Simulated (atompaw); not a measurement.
**A PAW (atompaw) potential for P, from input to tests**

Aim: build the potential from the settings below, then test how well it stands in for the atom: scattering, ghost states and the plane-wave cutoff that it needs.

The numbers are computed with atompaw 4.2.0.5 (PBE, scalar-relativistic, spin-unpolarised reference atom).

## (1) Settings

The settings as typed:

| Quantity | Value |
| --- | --- |
| element | phosphorus (P, Z = 15) |
| type | PAW |
| frozen core | [Ne] |
| valence charge | 5 |
| reference configuration | 3s1.5 3p3.5 |
| partial waves | 3s (bound): rc 1.90 bohr; 3s channel at 1.75 Ry: rc 1.35 bohr; 3p (bound): rc 1.90 bohr; 3p channel at 2.55 Ry: rc 1.90 bohr; 3d channel at 0.2 Ry: rc 1.70 bohr |
| local potential | ultrasoft scheme with l = 3 at -0.5 Ry, radius 1.40 bohr |
| core correction | smooth core density matched at 1.55 bohr |
| augmentation charge | besselshape compensation charge, radius 1.50 bohr; PAW radius 1.90 bohr; waves and projectors: modrrkj vanderbiltortho |

An earlier all-electron run gives the scale for the radii.

All-electron outer shells of the reference configuration (PBE, scalar-relativistic, ld1.x):

```csv
shell,level (eV),outermost node (bohr),outermost maximum (bohr)
2s,-174.77,0.14,0.42
2p,-125.27,–,0.36
3s,-14.33,0.65,1.58
3p,-5.80,0.64,1.83
```

## (2) The generation run

The input, P.input:

```
P 15
GGA-PBE scalarrelativistic loggrid 1500 logderivrange -3 5 201
3 3 0 0 0 0
3 0 1.5
3 1 3.5
0 0 0
c
c
v
c
v
2
1.90 1.50 1.40 1.55
y
1.75
n
y
2.55
n
y
0.2
n
modrrkj vanderbiltortho besselshape
3 -0.5 ultrasoft
1.90
1.35
1.90
1.90
1.70
PWSCFOUT
UPFDX 0.0125d0 UPFXMIN -7.d0 UPFZMESH 15.d0
END
```

Run with:

```console
$ atompaw < P.input > P.log
```

Q: Predict the outcome of this session. Wanted: cutoffs for 10 and 1 mRy, occupied levels; bound ghosts; largest phase difference near zero energy, channels read; lowest eigenvalue of the overlap; share of valence orbitals outside the PAW sphere; UPF file.

As calculated:

| quantity | value |
| --- | --- |
| cutoffs for 10 and 1 mRy, occupied levels | 10 Ry and 15 Ry |
| bound ghosts | none found |
| largest phase difference near zero energy, channels read | 0.662 rad |
| lowest eigenvalue of the overlap (Bessel basis) | 0.029 (s) |
| share of valence orbitals outside the PAW sphere | 3s 43 %, 3p 62 % |
| UPF file | not written |

The potential is soft on the atom at that tolerance: the looser tolerance needs 10 Ry. The Bessel-basis test finds no level below the valence levels. Near zero energy the largest phase difference among the channels read is 0.66 rad, in the d channel. In the s channel the atom's pole at 1.64 Ry sits lower, at -1.69 Ry, in the pseudo curve. The pseudo core plus compensation charge is negative at some radii, so no UPF file was written.
